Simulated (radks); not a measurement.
# The first electron to leave Os

An exercise on one series of results from a longer session: the logs are not shown, and one member is left open.

Program: radks (a radial shooting solver on a logarithmic mesh, Libxc functionals) version 1. Level of theory: scalar-relativistic Kohn-Sham, PBE, spin-polarised, spherical densities, finite nucleus; open shells are filled with parallel spins first. These are calculated values, not measurements, unless marked.

3 further runs of the same task are left out: 3 set aside as unsound or not needed.

## Starting point

* element: osmium (Z = 76)
* charge: 0
* electrons: 76
* configuration: [Xe] 4f14 5d6 6s2
* nuclear rms radius: 5.4126 fm

Outer shells as boxes (Hund's rule):

Os
```
[Xe] core
4f [↑↓][↑↓][↑↓][↑↓][↑↓][↑↓][↑↓]
5d [↑↓][↑ ][↑ ][↑ ][↑ ]
6s [↑↓]
```

Set-up of the first run:

Settings of this run:

```text
Z 76
configuration [Xe] 4f14 5d6 6s2
relativity scalar-relativistic
functional pbe,pbe
spin polarised
nucleus finite rms 5.4126 fm
c 137.035999084
```

Among the steps run: The parent, Os.

One table of the session follows, with a row left open; its other results are not shown here.

It belongs to the step «The parent, Os». Radial moments (bohr):

```
  level     <r>  outermost maximum (interpolated)  90 % within  nodes
  4f up  0.5579                             0.406        0.912      0
  5p up       ?                                 ?            ?      ?
4f down  0.5552                             0.406        0.905      0
5p down   1.166                              1.03         1.70      3
  5d up   1.789                              1.36         2.82      2
  6s up   2.914                              2.44         4.34      5
6s down   3.103                              2.54         4.67      5
5d down   1.875                              1.35         3.04      2
```

Estimate the missing values for 5p up.

The run gave: <r>: 1.173; outermost maximum (interpolated): 1.03; 90 % within: 1.71; nodes: 3. In the column «<r>» it lies between 5p down (1.166) and 5d up (1.789).

Caveats from the session: Open shells are spherical and high-spin; term and fine-structure splittings are not resolved.
